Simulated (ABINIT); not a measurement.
# ZrO (Cmmm) in ABINIT: reference runs

Aim: a first look at ZrO with PBE, on the cell as given and on a disturbed one.

Program: ABINIT 10.8.3 (patched build). These are calculated values, not measurements. Logs are shortened: lines on timing, memory, paths and dates and some standing lists are left out, and cuts for length are marked. The log counts tension as positive stress, the text compression.

**1. Starting point**

Symmetry: Cmmm, No. 65, orthorhombic system. Conventional cell: a = 3.653 Å, b = 5.838 Å, c = 2.620 Å, α = 90.00°, β = 90.00°, γ = 90.00°. Zr (site symmetry mmm) has 2 O at 1.83 Å as nearest neighbours. Around O (site symmetry mmm) lie 2 Zr at 1.83 Å.

The cell was built by a generator and needn't be a form met in nature.

**2. Single point, PBE**

Contents of run.abi:

```
# Pseudopotentials
pp_dirpath "./"
pseudos "Zr.GGA_PBE-JTH.xml, O.GGA_PBE-JTH.xml"

# Structure
acell 3*1.0
rprim
     3.4518490637    -5.5158257194     0.0000000000
     3.4518490637     5.5158257194     0.0000000000
     0.0000000000     0.0000000000     4.9509659827
ntypat 2
znucl 40 8
natom 2
typat 1 2
xcart
     0.0000000000     0.0000000000     0.0000000000
     1.8266398600     0.0000000000     0.0000000000 Angstrom
chkprim 0
chksymtnons 0
tolsym 1.0e-6

# Plane-wave basis
ecut 23.0
pawecutdg 45.0
pawxcdev 0
pawovlp 30

# k points
kptopt 1
ngkpt 9 9 10
nshiftk 1
shiftk 0.0 0.0 0.0

# Exchange and correlation
ixc 11

# Bands and occupations
nband 13
occopt 3
tsmear 0.00183747

# SCF cycle
nstep 100
tolvrs 1.0e-9

# Output
iomode 3
prtwf 0
prtden 0
prteig 0
prtebands 0
```

Potentials or basis: JTH PAW PBE v2.0.

Launch:

```console
> abinit run.abi > log 2>&1
```

run.abo:

```text
.Version 10.8.3 of ABINIT
 Symmetries : space group Cm m m (# 65); Bravais oC (1-face-center ortho.)
================================================================================
 Values of the parameters that define the memory need of the present run
     intxc =       0    ionmov =       0      iscf =      17    lmnmax =      18
     lnmax =       6     mgfft =      30  mpssoang =       3    mqgrid =    3001
     natom =       2  nloc_mem =       2    nspden =       1   nspinor =       1
    nsppol =       1      nsym =       8    n1xccc =       1    ntypat =       2
    occopt =       3   xclevel =       2
       mpw =        1010          nfft =       21600          nkpt =         150
 PAW method is used; the additional fine FFT grid is defined by:
   mgfftf=        40    nfftf =     48000
================================================================================
================================================================================

--------------------------------------------------------------------------------
------------- Echo of variables that govern the present computation ------------
--------------------------------------------------------------------------------
 -outvars: echo values of preprocessed input variables --------
            acell      1.0000000000E+00  1.0000000000E+00  1.0000000000E+00 Bohr
              amu      9.12240000E+01  1.59994000E+01
          chkprim           0
      chksymtnons           0
             ecut      2.30000000E+01 Hartree
                       outvar_i_n : Printing only first  50 k-points.
              ixc          11
                       outvar_i_n : Printing only first  50 k-points.
         kptrlatt        9    0    0      0    9    0      0    0   10
          kptrlen      4.95096598E+01
            natom           2
            nband          13
            ngfft          30      30      24
          ngfftdg          40      40      30
             nkpt         150
            nstep         100
             nsym           8
           ntypat           2
                       prtocc : prtvol=0, do not print more k-points.
           occopt           3
        pawecutdg      4.50000000E+01 Hartree
          pawovlp      3.0000000000E+01
         pawxcdev           0
           prtden           0
        prtebands           0
           prteig           0
            prtwf           0
            rprim      3.4518490637E+00 -5.5158257194E+00  0.0000000000E+00
                       3.4518490637E+00  5.5158257194E+00  0.0000000000E+00
                       0.0000000000E+00  0.0000000000E+00  4.9509659827E+00
          spgroup          65
           tolsym      1.00000000E-06
           tolvrs      1.00000000E-09
           tsmear      1.83747000E-03 Hartree
            typat      1  2
           useylm           1
                       outvars : Printing only first  50 k-points.
           xangst      0.0000000000E+00  0.0000000000E+00  0.0000000000E+00
                       1.8266398587E+00  0.0000000000E+00  0.0000000000E+00
            xcart      0.0000000000E+00  0.0000000000E+00  0.0000000000E+00
                       3.4518490637E+00  0.0000000000E+00  0.0000000000E+00
             xred      0.0000000000E+00  0.0000000000E+00  0.0000000000E+00
[... 135 lines left out ...]
    2      1.82663985874768     0.00000000000000     0.00000000000000

 cartesian forces (hartree/bohr) at end:
    1     -0.00000000000000    -0.00000000000000    -0.00000000000000
    2     -0.00000000000000    -0.00000000000000    -0.00000000000000
 frms,max,avg= 0.0000000E+00 0.0000000E+00   0.000E+00  0.000E+00  0.000E+00 h/b

 cartesian forces (eV/Angstrom) at end:
    1     -0.00000000000000    -0.00000000000000    -0.00000000000000
    2     -0.00000000000000    -0.00000000000000    -0.00000000000000
 frms,max,avg= 0.0000000E+00 0.0000000E+00   0.000E+00  0.000E+00  0.000E+00 e/A
 length scales=  1.000000000000  1.000000000000  1.000000000000 bohr
              =  0.529177210544  0.529177210544  0.529177210544 angstroms
 Fermi (or HOMO) energy (hartree) =   0.41454   Average Vxc (hartree)=  -0.41776
 Eigenvalues (hartree) for nkpt= 150  k points:
 kpt#   1, nband= 13, wtk=  0.00123, kpt=  0.0000  0.0000  0.0000 (reduced coord)
  -1.38425   -0.60323   -0.57117   -0.52665   -0.33959    0.23149    0.27764    0.31006
   0.33491    0.35728    0.38627    0.60299    0.62160
      occupation numbers for kpt#   1
   2.00000    2.00000    2.00000    2.00000    2.00000    2.00000    2.00000    2.00000
   2.00000    2.00000    2.00000    0.00000    0.00000
 prteigrs : prtvol=0 or 1, do not print more k-points.

--- !EnergyTerms
iteration_state     : {dtset: 1, }
comment             : Components of total free energy in Hartree
kinetic             :  2.03542614256478E+01
hartree             :  1.31308864719200E+01
xc                  : -9.86410939282470E+00
Ewald energy        : -5.08720456490018E+01
psp_core            :  1.92776824701569E+00
local_psp           : -5.06033035102192E+01
PAW spherical_terms :  1.22945684081271E+01
internal            : -6.36319739993350E+01
'-kT*entropy'       : -3.66210593046472E-04
total_energy        : -6.36323402099281E+01
total_energy_eV     : -1.73152418718802E+03
...

--- !EnergyTermsDC
iteration_state     : {dtset: 1, }
comment             : '"Double-counting" decomposition of free energy'
band_energy         : -4.79698563361893E+00
Ewald energy        : -5.08720456490018E+01
psp_core            :  1.92776824701569E+00
xc_dc               : -1.12940304809327E+01
PAW spherical_terms :  1.40331828901522E+00
internal            : -6.36319752275225E+01
'-kT*entropy'       : -3.66210593046472E-04
total_energy_dc     : -6.36323414381155E+01
total_energy_dc_eV  : -1.73152422060870E+03
...

--- !EnergyTermsWithPAWCore
iteration_state     : {dtset: 1, }
comment             : 'Components of total free energy, including PAW core contributions'
Total energy        : -3.67403305818583E+03
Total energy DC     : -3.67403305941402E+03
Total energy (eV)   : -9.99755326267975E+04
Total energy DC (eV): -9.99755326602182E+04
...

 Cartesian components of stress tensor (hartree/bohr^3)
  sigma(1 1)= -4.89432831E-03  sigma(3 2)=  0.00000000E+00
  sigma(2 2)=  2.80102895E-05  sigma(3 1)=  0.00000000E+00
  sigma(3 3)= -1.38312843E-03  sigma(2 1)=  0.00000000E+00

-Cartesian components of stress tensor (GPa)         [Pressure=  6.1288E+01 GPa]
- sigma(1 1)= -1.43996110E+02  sigma(3 2)=  0.00000000E+00
- sigma(2 2)=  8.24091168E-01  sigma(3 1)=  0.00000000E+00
- sigma(3 3)= -4.06930434E+01  sigma(2 1)=  0.00000000E+00

== END DATASET(S) ==============================================================
================================================================================

 -outvars: echo values of variables after computation  --------
            acell      1.0000000000E+00  1.0000000000E+00  1.0000000000E+00 Bohr
           etotal     -6.3632341438E+01
            fcart     -0.0000000000E+00 -0.0000000000E+00 -0.0000000000E+00
                      -0.0000000000E+00 -0.0000000000E+00 -0.0000000000E+00
            rprim      3.4518490637E+00 -5.5158257194E+00  0.0000000000E+00
                       3.4518490637E+00  5.5158257194E+00  0.0000000000E+00
                       0.0000000000E+00  0.0000000000E+00  4.9509659827E+00
           strten     -4.8943283051E-03  2.8010289492E-05 -1.3831284335E-03
                       0.0000000000E+00  0.0000000000E+00  0.0000000000E+00
           xangst      0.0000000000E+00  0.0000000000E+00  0.0000000000E+00
                       1.8266398587E+00  0.0000000000E+00  0.0000000000E+00
             xred      0.0000000000E+00  0.0000000000E+00  0.0000000000E+00
                       5.0000000000E-01  5.0000000000E-01  0.0000000000E+00
 Calculation completed.
```

It took 48 s on 1 thread of Arm Neoverse V2, shared host; peak memory 0.16 GiB.

What came out:

```yaml
Free_energy: -1731.5242 eV
Pressure: 61.3 GPa
Band_gap_on_the_k_mesh: none (metal or under the smearing width)
```

Levels at points of the mesh, in eV from the Fermi level:
| k point | band 5 | band 6 | band 7 | band 8 | band 9 | band 10 | band 11 | band 12 | band 13 |
| --- | --- | --- | --- | --- | --- | --- | --- | --- | --- |
| (0.00, 0.00, 0.00) | -20.52 | -4.98 | -3.73 | -2.84 | -2.17 | -1.56 | -0.77 | 5.13 | 5.63 |
| (0.00, 0.00, 0.50) | -19.84 | -6.29 | -4.37 | -1.93 | -0.41 | 0.14 | 0.29 | 0.89 | 4.64 |

Caveat: a pressure of tens of GPa on the cell as given is suspect, and the run, the potentials or the cell itself is likely at fault; the atomic spheres overlap.

**3. Single point, PBE (atoms moved at random, drawn with an rms of 0.05 Å)**

Changes to run.abi since step 2:

```diff
@@ -14,5 +14,5 @@
 typat 1 2
-xcart
-     0.0000000000     0.0000000000     0.0000000000
-     1.8266398600     0.0000000000     0.0000000000 Angstrom
+xred
+    -0.0076640000     0.0036220000    -0.0144000000
+     0.5116890000     0.5008060000     0.0046910000
 chkprim 0
@@ -39,3 +39,3 @@
 occopt 3
-tsmear 0.00183747
+tsmear 0.05 eV
 
@@ -48,4 +48,8 @@
 prtwf 0
-prtden 0
 prteig 0
 prtebands 0
+enunit 1
+prtden 1
+prtvha 1
+prtvclmb 1
+prtpot 1
```

Potentials or basis: JTH PAW PBE v2.0.

Launch:

```console
> abinit run.abi > log 2>&1
```

It took 2.1 min on 1 thread of Arm Neoverse V2, shared host; peak memory 0.29 GiB.

Results (log left out):

```
Free energy            : -1731.5553 eV
Pressure               : 60.5 GPa
Largest force          : 1.915 eV/Å
Band gap on the k mesh : none (metal or under the smearing width)
```

Forces in eV/Å, atoms in the order of the input:
```
Zr   1.406  1.196 -0.508
O   -1.406 -1.196  0.508
```

Stress tensor (GPa, compression positive):
```
139.76   0.55  -0.35
  0.55   0.24  -0.28
 -0.35  -0.28  41.51
```

Levels at points of the mesh, in eV from the Fermi level:
| k point | band 6 | band 7 | band 8 | band 9 | band 10 | band 11 | band 12 | band 13 |
| --- | --- | --- | --- | --- | --- | --- | --- | --- |
| (0.00, 0.00, 0.00) | -5.10 | -3.78 | -2.87 | -2.44 | -1.53 | -0.55 | 5.14 | 5.62 |
| (0.00, 0.00, 0.50) | -6.35 | -4.47 | -2.26 | -0.31 | 0.13 | 0.33 | 1.03 | 4.63 |

Caveat: the cell as given lies far from equilibrium; the atomic spheres overlap.
